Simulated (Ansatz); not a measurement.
# CaMn2Bi2: the cost of one run

Computed with Ansatz 0.2.0 (DFT r2SCAN, scalar-relativistic, plane waves, PAW, unless a step's input says otherwise).

### 1 The structure to begin with

It takes space group P-3m1 (No. 164, trigonal). Conventional cell: a = 4.626 Å, b = 4.626 Å, c = 7.729 Å, α = 90.00°, β = 90.00°, γ = 120.00°. Around Ca (site symmetry -3m) lie 6 Bi at 3.29 Å. Mn (site symmetry 3m) has 4 Bi at 2.86 to 2.87 Å and 3 Mn at 3.26 Å as nearest neighbours. Around Bi (site symmetry 3m) lie 4 Mn at 2.86 to 2.87 Å.

As a file:

```
Ca Mn Bi
1.0
     4.62638    0.00000    0.00000
    -2.31319    4.00656    0.00000
     0.00000    0.00000    7.72879
Ca Mn Bi
1 2 2
Direct
  0.00000 0.00000 0.00000
  0.66667 0.33333 0.62074
  0.33333 0.66667 0.37927
  0.66667 0.33333 0.24881
  0.33333 0.66667 0.75119
```

### 2 Relaxing cell and atoms: CaMn2Bi2, moments ++

Input file input.yaml:

```yaml
crystal:
  lattice:
    - [4.6263818529, 0.0, 0.0]
    - [-2.3131909265, 4.0065642123, 0.0]
    - [0.0, 0.0, 7.728792]
  atoms:
    - { symbol: Ca, position: [0.0, 0.0, 0.0] }
    - { symbol: Mn, position: [0.66666667, 0.33333333, 0.620735], spin: 4.0 }
    - { symbol: Mn, position: [0.33333333, 0.66666667, 0.379265], spin: 4.0 }
    - { symbol: Bi, position: [0.66666667, 0.33333333, 0.248809] }
    - { symbol: Bi, position: [0.33333333, 0.66666667, 0.751191] }
magnetization:
  spin_polarized: true
scf:
  occupations: { method: gaussian, width: 0.03 }
output:
  forces: true
  stress: true
  eigenvalues: true
  populations: true
hamiltonian:
  xc: r2scan
kpoints:
  mp_grid: { grid: [10, 10, 6] }
relax:
  f_tol: 0.003
  max_steps: 60
  cell: { stress_tol: 0.03, p_target: 0 }
```

Command:

```sh
$ ansatz run input.yaml --threads 8 --pin off --max-ram 12288MiB --backend cpu --events-out ev --progress --plain --runs-dir out
```

What time and memory should one allow on 8 threads of Arm Neoverse N1, shared host?

About 4.7 min, with a peak of 1.7 GiB.
